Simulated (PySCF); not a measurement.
# singlet BHBr+ at 6 levels

We compute a comparison of 6 runs (BCCD(T)/STO-3G, CCSDT(Q)/STO-3G, CCSDTQ/STO-3G, QCISD(T)/STO-3G, CISD/STO-3G, FCI/STO-3G) of singlet BHBr+. Input form: a Python script.

The results are computed with PySCF 2.14.0.

14 further runs of the same task are left out: 4 that didn't finish, 10 set aside as unsound or not needed.

### Step 1. The molecule

BHBr+: 3 atoms, total charge +1, spin state singlet. SMILES of the parent species: `[BH]Br`. The coordinates come from a PBE0-D4/def2-TZVP relaxation. That shape belongs to the parent species and isn't relaxed for this state.

Bond lengths: B1–Br2 1.868 Å, B1–H3 1.193 Å. Angles: Br2–B1–H3 123.6°.

### Step 2. A single-point energy at BCCD(T)/STO-3G (run 1)

calc.py reads:

```python
from pyscf import gto, scf, cc
from pyscf.cc.bccd import bccd_kernel_

mol = gto.M(
    atom='''
B     -0.178579    -0.988327    -0.218641
Br     2.231767     1.064294     1.341328
H     -2.073785    -0.198421    -1.147631
''',
    unit='bohr',
    max_memory=1860,
    verbose=4,
    basis='sto-3g',
    spin=0,
    charge=1,
)

mf = scf.RHF(mol)
mf.conv_tol = 1e-10
mf.kernel()
if not mf.converged:
    mf = mf.newton().run(mf.mo_coeff, mf.mo_occ)

mycc = cc.CCSD(mf, frozen=10).run()
mycc = bccd_kernel_(mycc, diis=True)
e_t = mycc.ccsd_t()
e_tot = mycc.e_tot + e_t
print(f'total energy: {e_tot:.8f} hartree')
```

On the command line:

```console
$ OMP_NUM_THREADS=1 python calc.py
```

Output:

```text
PySCF version 2.14.0

[INPUT] num. atoms = 3
[INPUT] num. electrons = 40
[INPUT] charge = 1
[INPUT] spin (= nelec alpha-beta = 2S) = 0
[INPUT] symmetry False subgroup None
[INPUT] Mole.unit = bohr
[INPUT] Symbol           X                Y                Z      unit          X                Y                Z       unit  Magmom
[INPUT]  1 B     -0.094499937149  -0.523000125337  -0.115699834573 AA   -0.178579000000  -0.988327000000  -0.218641000000 Bohr   0.0
[INPUT]  2 Br     1.181000236483   0.563200130519   0.709800209969 AA    2.231767000000   1.064294000000   1.341328000000 Bohr   0.0
[INPUT]  3 H     -1.097399762348  -0.104999871368  -0.607300171745 AA   -2.073785000000  -0.198421000000  -1.147631000000 Bohr   0.0

[... 48 lines left out ...]
converged SCF energy = -2569.31017808416
[... 12 lines left out ...]
Init t2, MP2 energy = -2569.37754365817  E_corr(MP2) -0.0673655740108334
[... 14 lines left out ...]
CCSD converged
[... 28 lines left out ...]
CCSD converged
[... 26 lines left out ...]
CCSD converged
[... 23 lines left out ...]
CCSD converged
[... 18 lines left out ...]
CCSD converged
[... 20 lines left out ...]
CCSD converged
[... 19 lines left out ...]
CCSD converged
[... 3 lines left out ...]
******** <class 'pyscf.cc.ccsd.CCSD'> ********
CC2 = 0
CCSD nocc = 10, nmo = 14
frozen orbitals 10
max_cycle = 50
direct = 0
conv_tol = 1e-07
conv_tol_normt = 1e-05
diis_space = 6
diis_start_cycle = 0
diis_start_energy_diff = 1e+09
Init E_corr(CCSD) = -0.0916290336217098
cycle = 1  E_corr(CCSD) = -0.0916285370134805  dE = 4.96608229e-07  norm(t1,t2) = 8.1199e-06
cycle = 2  E_corr(CCSD) = -0.0916288134259176  dE = -2.76412437e-07  norm(t1,t2) = 2.05995e-06
cycle = 3  E_corr(CCSD) = -0.0916286997923157  dE = 1.13633602e-07  norm(t1,t2) = 1.44744e-06
cycle = 4  E_corr(CCSD) = -0.0916287461573342  dE = -4.63650186e-08  norm(t1,t2) = 9.79844e-07
CCSD converged
E(CCSD) = -2569.389057526334  E_corr = -0.09162874615733424
BCC iter:    6  E:   -2569.389057526334  dE:    1.253e-08  |t1|:    7.900e-07
CCSD(T) correction = -0.010972985771284
total energy: -2569.40003051 hartree
```

Wall time 1.9 s (1 thread of Arm Neoverse N1, shared host); peak memory 0.1 GiB.

### Step 3. The energy at CCSDT(Q)/STO-3G (run 2)

input.py reads:

```python
from pyscf import gto, cc

system = gto.Mole()
system.atom = '''
B     -0.094500    -0.523000    -0.115700
Br     1.181000     0.563200     0.709800
H     -1.097400    -0.105000    -0.607300
'''
system.max_memory = 1860
system.spin = 0
system.charge = 1
system.basis = 'sto-3g'
system.verbose = 4
system.build()

myscf = system.RHF()
myscf.conv_tol = 1e-10
myscf.kernel()
if not myscf.converged:
    myscf = myscf.newton().run(myscf.mo_coeff, myscf.mo_occ)

mycc = cc.CCSDT(myscf, frozen=10)
mycc.kernel()
e_bracket, e_q = mycc.ccsdt_q()
energy = mycc.e_tot + e_q
print('E = %.10f Eh' % energy)
```

On the command line:

```console
$ OMP_NUM_THREADS=1 python input.py
```

Output:

```text
PySCF version 2.14.0

[INPUT] num. atoms = 3
[INPUT] num. electrons = 40
[INPUT] charge = 1
[INPUT] spin (= nelec alpha-beta = 2S) = 0
[INPUT] symmetry False subgroup None
[INPUT] Mole.unit = angstrom
[INPUT] Symbol           X                Y                Z      unit          X                Y                Z       unit  Magmom
[INPUT]  1 B     -0.094500000000  -0.523000000000  -0.115700000000 AA   -0.178579118771  -0.988326763148  -0.218641312612 Bohr   0.0
[INPUT]  2 Br     1.181000000000   0.563200000000   0.709800000000 AA    2.231766553111   1.064293753355   1.341327603216 Bohr   0.0
[INPUT]  3 H     -1.097400000000  -0.105000000000  -0.607300000000 AA   -2.073785449098  -0.198421243079  -1.147630675448 Bohr   0.0

[... 48 lines left out ...]
converged SCF energy = -2569.31017813953
[... 16 lines left out ...]
WARN: A large `blksize` is being used, which may cause large memory consumption
[... 12 lines left out ...]
Init t2, MP2 energy = -2569.377543712558  E_corr(MP2) -0.067365573027
[... 19 lines left out ...]
RCCSDT converged
[... 5 lines left out ...]
E = -2569.4016142930 Eh
```

It took 6.6 s on 1 thread of Arm Neoverse N1, shared host; peak memory 0.12 GiB.

Runs 3 to 4 aren't shown in full; the table further down has their settings and results.

### Step 4. A single-point energy at CISD/STO-3G (run 5)

calc.py reads:

```python
from pyscf import gto, ci

mol = gto.Mole()
mol.atom = '''
B     -0.178579    -0.988327    -0.218641
Br     2.231767     1.064294     1.341328
H     -2.073785    -0.198421    -1.147631
'''
mol.verbose = 3
mol.unit = 'bohr'
mol.basis = 'sto-3g'
mol.max_memory = 1860
mol.charge = 1
mol.build()

hf = mol.RHF()
hf.conv_tol = 1e-10
hf.kernel()
if not hf.converged:
    hf = hf.newton().run(hf.mo_coeff, hf.mo_occ)

cisd = ci.CISD(hf, frozen=10)
cisd.kernel()
e_final = cisd.e_tot
print(f'total energy: {e_final:.8f} hartree')
```

On the command line:

```console
$ OMP_NUM_THREADS=1 python calc.py
```

Output:

```text
converged SCF energy = -2569.31017808416
E(RCISD) = -2569.391285051788  E_corr = -0.08110696762485281
total energy: -2569.39128505 hartree
```

Wall time 1.2 s (1 thread of Arm Neoverse N1, shared host); peak memory 0.12 GiB.

### Step 5. The energy at FCI/STO-3G (run 6)

input.py reads:

```python
from pyscf import gto, mcscf

system = gto.M(
    atom='''
B     -0.178579    -0.988327    -0.218641
Br     2.231767     1.064294     1.341328
H     -2.073785    -0.198421    -1.147631
''',
    charge=1,
    max_memory=1860,
    verbose=3,
    unit='bohr',
    basis='sto-3g',
)

mf = system.RHF()
mf.conv_tol = 1e-10
mf.kernel()
if not mf.converged:
    mf = mf.newton().run(mf.mo_coeff, mf.mo_occ)

cas = mcscf.CASCI(mf, mf.mo_coeff.shape[-1] - 10, (system.nelec[0] - 10, system.nelec[1] - 10))  # full CI above the frozen core
cas.fix_spin_(ss=0.0)
cas.kernel()
energy = cas.e_tot
print('E(%s) = %.9f' % ('FCI', energy))
```

On the command line:

```console
$ OMP_NUM_THREADS=1 python input.py
```

Output:

```text
converged SCF energy = -2569.31017808416
CASCI E = -2569.40068353320  E(CI) = -172.123048741453  S^2 = 0.0000000
E(FCI) = -2569.400683533
```

It took 59 s on 1 thread of Arm Neoverse N1, shared host; peak memory 0.34 GiB.

### Step 6. All runs side by side

| run | level | energy (Eh) | correlation energy (mEh) | wall time |
| --- | --- | --- | --- | --- |
| 1 | BCCD(T)/STO-3G | -2569.400031 | -89.9 | 1.9 s |
| 2 | CCSDT(Q)/STO-3G | -2569.401614 | -91.4 | 6.6 s |
| 3 | CCSDTQ/STO-3G | -2569.401049 | -90.9 | 56 s |
| 4 | QCISD(T)/STO-3G | -2569.403573 | -93.4 | 1.2 s |
| 5 | CISD/STO-3G | -2569.391285 | -81.1 | 1.2 s |
| 6 | FCI/STO-3G | -2569.400684 | -90.5 | 59 s |

### Step 7. Results

| quantity | value |
| --- | --- |
| run 6: total energy | -2569.40068 Eh |
| run 6: HOMO energy (Hartree–Fock orbitals) | -17.71 eV |
| run 6: LUMO energy (Hartree–Fock orbitals) | -5.62 eV |
| run 6: HOMO–LUMO gap (Hartree–Fock orbitals) | 12.09 eV |
| run 6: correlation energy (10 core orbitals frozen) | -90.5 mEh |

In words: Against full CI in this basis: BCCD(T) +0.7 mEh; CCSDT(Q) -0.9 mEh; CCSDTQ -0.4 mEh; QCISD(T) -2.9 mEh; CISD +9.4 mEh. In run 4 the T1 diagnostic is large, so a single reference may not serve. In runs 1, 2, 3, 4, 5, 6 the basis is minimal, so the values are rough. All runs together took 2.1 min, the longest 59 s.
